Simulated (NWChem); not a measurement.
**HF/def2-QZVPD (core potential) run of RbBr (SMILES [Br][Rb])**

What is the vertical ionisation energy of RbBr at HF/def2-QZVPD (core potential)? 

The calculation is run with NWChem 7.3.0.

### Step 1. The system as given

RbBr: 2 atoms, total charge 0, spin state singlet. As SMILES, `[Br][Rb]`. Geometry: the measured bond length.

Bond lengths: Br1–Rb2 2.945 Å.

### Step 2. The energy at HF/def2-QZVPD (core potential)

File nw.nw:

```
start nw
title "BrRb"
memory stack 880 mb heap 220 mb global 1100 mb

geometry units atomic noautosym nocenter noautoz
   Br   0.00000000   0.00000000   0.00000000
   Rb   0.00000000   0.00000000   5.56475967
end

basis spherical bse
   Br library def2-QZVPD
   Rb library def2-QZVPD
end

ecp bse
   Rb library def2-QZVPD
end

scf
   thresh 1e-08
   maxiter 80
   print low
end

task scf energy
```

Command:

```console
$ nwchem nw.nw > nw.out
```

Standard output:

```text
Northwest Computational Chemistry Package (NWChem) 7.3.0
             --------------------------------------------------------

           Job information
           ---------------

    nwchem branch   = 7.3.0
    use scalapack   = T
    input           = nw.nw
    prefix          = nw.
    data base       = ./nw.db
    status          = startup
    nproc           =        1

           Memory information
           ------------------

    heap     =     28835836 doubles =      220.0 Mbytes
    stack    =    115343361 doubles =      880.0 Mbytes
    global   =    144179200 doubles =     1100.0 Mbytes (distinct from heap & stack)
    total    =    288358397 doubles =     2200.0 Mbytes
    verify   = yes
    hardfail = no

           Directory information
           ---------------------

  0 permanent = .
  0 scratch   = .

                                NWChem Input Module
                                -------------------

                                       BrRb
                                       ----

                             Geometry "geometry" -> ""
                             -------------------------

 Output coordinates in a.u. (scale by  1.000000000 to convert to a.u.)

  No.       Tag          Charge          X              Y              Z
 ---- ---------------- ---------- -------------- -------------- --------------
    1 Br                  35.0000     0.00000000     0.00000000     0.00000000
    2 Rb                  37.0000     0.00000000     0.00000000     5.56475967

      Atomic Mass
      -----------

      Br                79.916500
      Rb                84.911700

 Effective nuclear repulsion energy (a.u.)     232.7144525183

            Nuclear Dipole moment (a.u.)
            ----------------------------
        X                 Y               Z
 ---------------- ---------------- ----------------
     0.0000000000     0.0000000000   205.8961077900

            XYZ format geometry
            -------------------
     2
 geometry
 Br                    0.00000000     0.00000000     0.00000000
 Rb                    0.00000000     0.00000000     2.94474421

 ==============================================================================
                                internuclear distances
 ------------------------------------------------------------------------------
       center one      |      center two      | atomic units |       a.u.
 ------------------------------------------------------------------------------
    2 Rb               |   1 Br               |     5.56476  |     5.56476
 ------------------------------------------------------------------------------
                         number of included internuclear distances:          1
 ==============================================================================

                      Basis "ao basis" -> "" (spherical)
                      -----
  [basis functions not shown]

 Summary of "ao basis" -> "" (spherical)
 ------------------------------------------------------------------------------
       Tag                 Description            Shells   Functions and Types
 ---------------- ------------------------------  ------  ---------------------
 Br                        def2-QZVPD               28       84   12s8p5d2f1g
 Rb                        def2-QZVPD               17       49   7s5p4d1f

                 ECP       "ecp basis" -> "" (cartesian)
                -----
  [basis functions not shown]

                                 NWChem SCF Module
                                 -----------------

                                       BrRb

  ao basis        = "ao basis"
  functions       =   133
  atoms           =     2
  closed shells   =    22
  open shells     =     0
  charge          =   0.00
  wavefunction    = RHF
  input vectors   = atomic
  output vectors  = ./nw.movecs
  use symmetry    = F
  symmetry adapt  = F

 Forming initial guess at       0.3s

 Starting SCF solution at       5.2s

       Final RHF  results
       ------------------

         Total SCF energy =  -2596.358524316601
      One-electron energy =  -3740.412614659963
      Two-electron energy =   1087.447872163234
 Nuclear repulsion energy =     56.606218180128

        Time for solution =    117.7s

 Task  times  cpu:      122.9s     wall:      122.9s
 Total times  cpu:      122.9s     wall:      122.9s
```

Run time: 2.1 min. Hardware: 1 thread of Intel Xeon Platinum 8488C (Sapphire Rapids), shared host; peak memory 0.12 GiB.

### Step 3. The doublet cation

File mymol.nw:

```
start mymol
title "BrRb"
memory total 2200 mb
charge 1

geometry units angstroms noautosym nocenter noautoz
  Br       0.000000       0.000000       0.000000
  Rb       0.000000       0.000000       2.944744
end

basis "ao basis" spherical bse
  Br library def2-QZVPD
  Rb library def2-QZVPD
end

ecp bse
  Rb library def2-QZVPD
end

scf
  doublet
  uhf
  thresh 1e-08
  maxiter 80
  print low
end

task scf
```

Command:

```console
$ nwchem mymol.nw > mymol.out
```

Standard output, cut to the lines that bear on the results:

```text
[...]
  functions       =   133
[...]
  wavefunction    = UHF
[...]
         Total SCF energy =  -2596.093500456951
      One electron energy =  -3726.884100149815
      Two electron energy =   1074.184377408379
 Nuclear repulsion energy =     56.606222284485
                       Sz =      0.5000
                 Sz(Sz+1) =      0.7500
                      S^2 =      0.7598
[...]
```

Wall time 2.7 min (1 thread of Intel Xeon Platinum 8488C (Sapphire Rapids), shared host); peak memory 0.12 GiB.

### Step 4. What came out

Level: HF/def2-QZVPD (core potential).

```
                                          quantity           value
                        singlet RbBr: total energy  -2596.35852 Eh
                      doublet cation: total energy  -2596.09350 Eh
                              doublet cation: ⟨S²⟩           0.760
vertical ionisation energy (to the doublet cation)        7.212 eV
```

**Reading.** Removing an electron at fixed nuclei costs 7.21 eV (166 kcal/mol).
